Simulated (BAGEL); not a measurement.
# triplet GeSiH5Cl at 5 levels

We compute a comparison of 5 runs (UHF/STO-3G, ROHF/6-31G*, UHF/6-31G*, ROHF/cc-pVDZ, UHF/cc-pVDZ) of triplet GeSiH5Cl. 

Program for the calculation: BAGEL 1.2.2.

### Step 1. The structure to begin with

The species is GeSiH5Cl (8 atoms), meant as a triplet with charge 0. As SMILES of the parent species, `Cl[SiH2][GeH3]`. The shape is that of a PBE0-D4/def2-TZVP optimisation. That shape belongs to the parent species and isn't relaxed for this state.

Bond lengths: Cl1–Si2 2.062 Å, Si2–Ge3 2.377 Å, Si2–H4 1.484 Å, Si2–H5 1.484 Å, Ge3–H6 1.536 Å, Ge3–H7 1.538 Å, Ge3–H8 1.536 Å. Some angles: Cl1–Si2–Ge3 109.1°, Cl1–Si2–H4 107.8°, Cl1–Si2–H5 107.8°, Ge3–Si2–H4 111.5°, Ge3–Si2–H5 111.5°, Si2–Ge3–H6 110.0°, Si2–Ge3–H7 109.9°, Si2–Ge3–H8 110.0°, H4–Si2–H5 109.1°, H6–Ge3–H7 108.9°.

### Step 2. The energy at UHF/STO-3G (density fitting with qzvpp-jkfit) (run 1)

Input file calc.json:

```json
{ "bagel": [

{
  "title": "molecule",
  "basis": "sto-3g",
  "df_basis": "qzvpp-jkfit",
  "angstrom": true,
  "geometry": [
    { "atom": "Cl", "xyz": [   -2.290300,    1.217200,   -0.310600 ] },
    { "atom": "Si", "xyz": [   -0.414100,    0.602600,   -0.906900 ] },
    { "atom": "Ge", "xyz": [    0.581500,   -0.662200,    0.842700 ] },
    { "atom": "H", "xyz": [   -0.573600,   -0.206400,   -2.140800 ] },
    { "atom": "H", "xyz": [    0.380700,    1.815700,   -1.222200 ] },
    { "atom": "H", "xyz": [    0.711200,    0.201700,    2.106100 ] },
    { "atom": "H", "xyz": [    1.981500,   -1.135500,    0.415600 ] },
    { "atom": "H", "xyz": [   -0.284600,   -1.890300,    1.160200 ] }
  ]
},
{
  "title": "uhf",
  "nopen": 2
},
{
  "title": "print",
  "file": "orbitals.molden",
  "orbitals": true
}

]}
```

Command:

```sh
$ BAGEL_NUM_THREADS=1 BAGEL calc.json > calc.out
```

Output:

```text
* using 1 threads per process

  ===============================================================
  ===============================================================

  *** Geometry ***

  { "atom" : "Cl", "xyz" : [     -4.328040,      2.300175,     -0.586949 ] },
  { "atom" : "Si", "xyz" : [     -0.782536,      1.138749,     -1.713793 ] },
  { "atom" : "Ge", "xyz" : [      1.098876,     -1.251377,      1.592472 ] },
  { "atom" : "H", "xyz" : [     -1.083947,     -0.390039,     -4.045526 ] },
  { "atom" : "H", "xyz" : [      0.719419,      3.431176,     -2.309623 ] },
  { "atom" : "H", "xyz" : [      1.343973,      0.381158,      3.979952 ] },
  { "atom" : "H", "xyz" : [      3.744492,     -2.145784,      0.785370 ] },
  { "atom" : "H", "xyz" : [     -0.537816,     -3.572149,      2.192460 ] },

  Number of auxiliary basis functions:      612

  Since a DF basis is specified, we compute 2- and 3-index integrals:
    o Being stored without compression. Storage requirement is 0.008 GB

  Number of basis functions:       41
  Number of electrons      :       68

    * METHOD: MOLECULE                             0.34

  *** Open-shell HF ***

  === Nuclear Repulsion ===
   314.9086464982

      * DIIS with orbital gradients will be used.

  === UHF iteration (sto-3g) ===
      0      -2794.51308841          0.01154673           0.15
      1      -2794.57314742          0.00368055           0.15
      2      -2794.58089776          0.00164998           0.15
      3      -2794.58407601          0.00085240           0.14
      4      -2794.58505292          0.00033749           0.15
      5      -2794.58532220          0.00010025           0.15
      6      -2794.58535951          0.00008061           0.15
      7      -2794.58537220          0.00008209           0.15
      8      -2794.58537187          0.00008195           0.14
      9      -2794.58536764          0.00007872           0.14
     10      -2794.58533928          0.00006009           0.14
     11      -2794.58530425          0.00001762           0.14
     12      -2794.58530297          0.00000671           0.14
     13      -2794.58530296          0.00000380           0.14
     14      -2794.58530290          0.00000257           0.14
     15      -2794.58530289          0.00000130           0.14
     16      -2794.58530289          0.00000072           0.14
     17      -2794.58530289          0.00000044           0.15
     18      -2794.58530289          0.00000012           0.15
     19      -2794.58530289          0.00000003           0.14
     20      -2794.58530289          0.00000002           0.14
     21      -2794.58530289          0.00000001           0.14
    * SCF iteration converged.

    * S^2 (UHF) is 2.0046

    * Permanent dipole moment:
           (   -1.117903,     0.475182,     0.115198) a.u.

    * METHOD: UHF                                  3.36

    * METHOD: PRINT                                0.00

  ===============================================================
```

It took 3.9 s on 1 thread of Arm Neoverse V1, shared host; peak memory 0.092 GiB.

### Step 3. The energy at ROHF/6-31G(d) (density fitting with qzvpp-jkfit, spherical functions) (run 2)

calc.json: that of step 2 with these lines changed.

```diff
@@ -4,3 +4,3 @@
   "title": "molecule",
-  "basis": "sto-3g",
+  "basis": "6-31gs.json",
   "df_basis": "qzvpp-jkfit",
@@ -18,11 +18,4 @@
 },
-{
-  "title": "uhf",
-  "nopen": 2
-},
-{
-  "title": "print",
-  "file": "orbitals.molden",
-  "orbitals": true
-}
+{ "title": "rohf", "nopen": 2 },
+{ "title": "print", "file": "orbitals.molden", "orbitals": true }
```

The basis set 6-31G* is read from a file made from the Basis Set Exchange's data (not shown).

Command:

```sh
$ BAGEL_NUM_THREADS=1 BAGEL calc.json > calc.out
```

Output:

```text
* using 1 threads per process

  ===============================================================
  ===============================================================

  *** Geometry ***

  { "atom" : "Cl", "xyz" : [     -4.328040,      2.300175,     -0.586949 ] },
  { "atom" : "Si", "xyz" : [     -0.782536,      1.138749,     -1.713793 ] },
  { "atom" : "Ge", "xyz" : [      1.098876,     -1.251377,      1.592472 ] },
  { "atom" : "H", "xyz" : [     -1.083947,     -0.390039,     -4.045526 ] },
  { "atom" : "H", "xyz" : [      0.719419,      3.431176,     -2.309623 ] },
  { "atom" : "H", "xyz" : [      1.343973,      0.381158,      3.979952 ] },
  { "atom" : "H", "xyz" : [      3.744492,     -2.145784,      0.785370 ] },
  { "atom" : "H", "xyz" : [     -0.537816,     -3.572149,      2.192460 ] },

  Number of auxiliary basis functions:      612

  Since a DF basis is specified, we compute 2- and 3-index integrals:
    o Being stored without compression. Storage requirement is 0.030 GB

  Number of basis functions:       78
  Number of electrons      :       68

    * METHOD: MOLECULE                             0.47

  *** Open-shell HF ***

  === Nuclear Repulsion ===
   314.9086464982

      * DIIS with orbital gradients will be used.

  === ROHF iteration (6-31gs.json) ===
      0      -2826.09453152          0.01512038           0.31
      1      -2826.15944241          0.00793758           0.30
      2      -2826.17313138          0.00376659           0.30
      3      -2826.17745233          0.00135872           0.31
      4      -2826.17889935          0.00065836           0.31
      5      -2826.17947531          0.00033850           0.30
      6      -2826.17980844          0.00014627           0.31
      7      -2826.17994688          0.00010202           0.31
      8      -2826.18002850          0.00007155           0.31
      9      -2826.18007702          0.00005219           0.31
     10      -2826.18011046          0.00002677           0.31
     11      -2826.18012040          0.00001219           0.31
     12      -2826.18012330          0.00000581           0.31
     13      -2826.18012427          0.00000220           0.31
     14      -2826.18012384          0.00000072           0.31
     15      -2826.18012390          0.00000034           0.31
     16      -2826.18012390          0.00000017           0.30
     17      -2826.18012390          0.00000011           0.30
     18      -2826.18012390          0.00000008           0.30
     19      -2826.18012390          0.00000006           0.30
     20      -2826.18012391          0.00000004           0.30
     21      -2826.18012391          0.00000002           0.30
     22      -2826.18012391          0.00000001           0.30
    * SCF iteration converged.

    * S^2 (ROHF) is 2.0000

    * Permanent dipole moment:
           (   -0.893074,     0.729721,    -0.677767) a.u.

    * METHOD: ROHF                                 7.39

    * METHOD: PRINT                                0.01

  ===============================================================
```

Wall time 8.1 s (1 thread of Arm Neoverse V1, shared host); peak memory 0.15 GiB.

Runs 3 to 4 aren't shown in full; the table further down has their settings and results.

### Step 4. A single-point energy at UHF/cc-pVDZ (density fitting with qzvpp-jkfit) (run 5)

Input file input.json:

```json
{ "bagel": [

{
  "title": "molecule",
  "basis": "cc-pvdz.json",
  "df_basis": "qzvpp-jkfit",
  "angstrom": true,
  "geometry": [
    { "atom": "Cl", "xyz": [      -2.290300,       1.217200,      -0.310600 ] },
    { "atom": "Si", "xyz": [      -0.414100,       0.602600,      -0.906900 ] },
    { "atom": "Ge", "xyz": [       0.581500,      -0.662200,       0.842700 ] },
    { "atom": "H", "xyz": [      -0.573600,      -0.206400,      -2.140800 ] },
    { "atom": "H", "xyz": [       0.380700,       1.815700,      -1.222200 ] },
    { "atom": "H", "xyz": [       0.711200,       0.201700,       2.106100 ] },
    { "atom": "H", "xyz": [       1.981500,      -1.135500,       0.415600 ] },
    { "atom": "H", "xyz": [      -0.284600,      -1.890300,       1.160200 ] }
  ]
},

{
  "title": "uhf",
  "nopen": 2
},

{
  "title": "print",
  "file": "orbitals.molden",
  "orbitals": true
}

]}
```

The basis set cc-pVDZ is read from a file made from the Basis Set Exchange's data (not shown).

Command:

```sh
$ BAGEL_NUM_THREADS=1 BAGEL input.json > input.out
```

Output:

```text
* using 1 threads per process

  ===============================================================
  ===============================================================

  *** Geometry ***

  { "atom" : "Cl", "xyz" : [     -4.328040,      2.300175,     -0.586949 ] },
  { "atom" : "Si", "xyz" : [     -0.782536,      1.138749,     -1.713793 ] },
  { "atom" : "Ge", "xyz" : [      1.098876,     -1.251377,      1.592472 ] },
  { "atom" : "H", "xyz" : [     -1.083947,     -0.390039,     -4.045526 ] },
  { "atom" : "H", "xyz" : [      0.719419,      3.431176,     -2.309623 ] },
  { "atom" : "H", "xyz" : [      1.343973,      0.381158,      3.979952 ] },
  { "atom" : "H", "xyz" : [      3.744492,     -2.145784,      0.785370 ] },
  { "atom" : "H", "xyz" : [     -0.537816,     -3.572149,      2.192460 ] },

  Number of auxiliary basis functions:      612

  Since a DF basis is specified, we compute 2- and 3-index integrals:
    o Being stored without compression. Storage requirement is 0.038 GB

  Number of basis functions:       88
  Number of electrons      :       68

    * METHOD: MOLECULE                             0.45

  *** Open-shell HF ***

  === Nuclear Repulsion ===
   314.9086464982

      * DIIS with orbital gradients will be used.

  === UHF iteration (cc-pvdz.json) ===
      0      -2826.37551238          0.01495612           0.35
      1      -2826.46356116          0.00680355           0.34
      2      -2826.47937871          0.00248879           0.35
      3      -2826.48381545          0.00146815           0.35
      4      -2826.48644031          0.00068433           0.35
      5      -2826.48735381          0.00039800           0.35
      6      -2826.48793574          0.00017265           0.35
      7      -2826.48805287          0.00011273           0.35
      8      -2826.48814462          0.00006582           0.35
      9      -2826.48817468          0.00005026           0.35
     10      -2826.48820376          0.00003462           0.34
     11      -2826.48821916          0.00002196           0.34
     12      -2826.48822649          0.00001089           0.35
     13      -2826.48822747          0.00000621           0.35
     14      -2826.48822768          0.00000322           0.35
     15      -2826.48822772          0.00000164           0.35
     16      -2826.48822772          0.00000095           0.35
     17      -2826.48822773          0.00000047           0.35
     18      -2826.48822773          0.00000020           0.35
     19      -2826.48822773          0.00000011           0.35
     20      -2826.48822773          0.00000006           0.34
     21      -2826.48822773          0.00000003           0.33
     22      -2826.48822773          0.00000002           0.33
     23      -2826.48822773          0.00000001           0.34
     24      -2826.48822773          0.00000001           0.34
    * SCF iteration converged.

    * S^2 (UHF) is 2.0113

    * Permanent dipole moment:
           (   -0.779016,     0.551512,    -0.403659) a.u.

    * METHOD: UHF                                  9.04

    * METHOD: PRINT                                0.02

  ===============================================================
```

Wall time 9.9 s (1 thread of Arm Neoverse V1, shared host); peak memory 0.17 GiB.

### Step 5. All runs side by side

| run | level | energy (Eh) | dipole moment (D) | ⟨S²⟩ | wall time |
| --- | --- | --- | --- | --- | --- |
| 1 | UHF/STO-3G (density fitting with qzvpp-jkfit) | -2794.585303 | 3.10 | 2.005 | 3.9 s |
| 2 | ROHF/6-31G* (density fitting with qzvpp-jkfit, spherical functions) | -2826.180124 | 3.40 | 2.000 | 8.1 s |
| 3 | UHF/6-31G* (density fitting with qzvpp-jkfit, spherical functions) | -2826.183094 | 3.36 | 2.010 | 10 s |
| 4 | ROHF/cc-pVDZ (density fitting with qzvpp-jkfit) | -2826.484872 | 2.67 | 2.000 | 9.3 s |
| 5 | UHF/cc-pVDZ (density fitting with qzvpp-jkfit) | -2826.488228 | 2.63 | 2.011 | 9.9 s |

### Step 6. What came out

| quantity | value |
| --- | --- |
| run 5: total energy | -2826.48823 Eh |
| run 5: dipole moment | 2.63 D |
| run 5: ⟨S²⟩ | 2.011 |

What this shows: The dipole moment (its size) runs from 2.63 D (UHF/cc-pVDZ) to 3.40 D (ROHF/6-31G*). The two ends differ in method and basis. In run 1 the basis is minimal, so the values are rough. All runs together took 42 s, the longest 10 s.
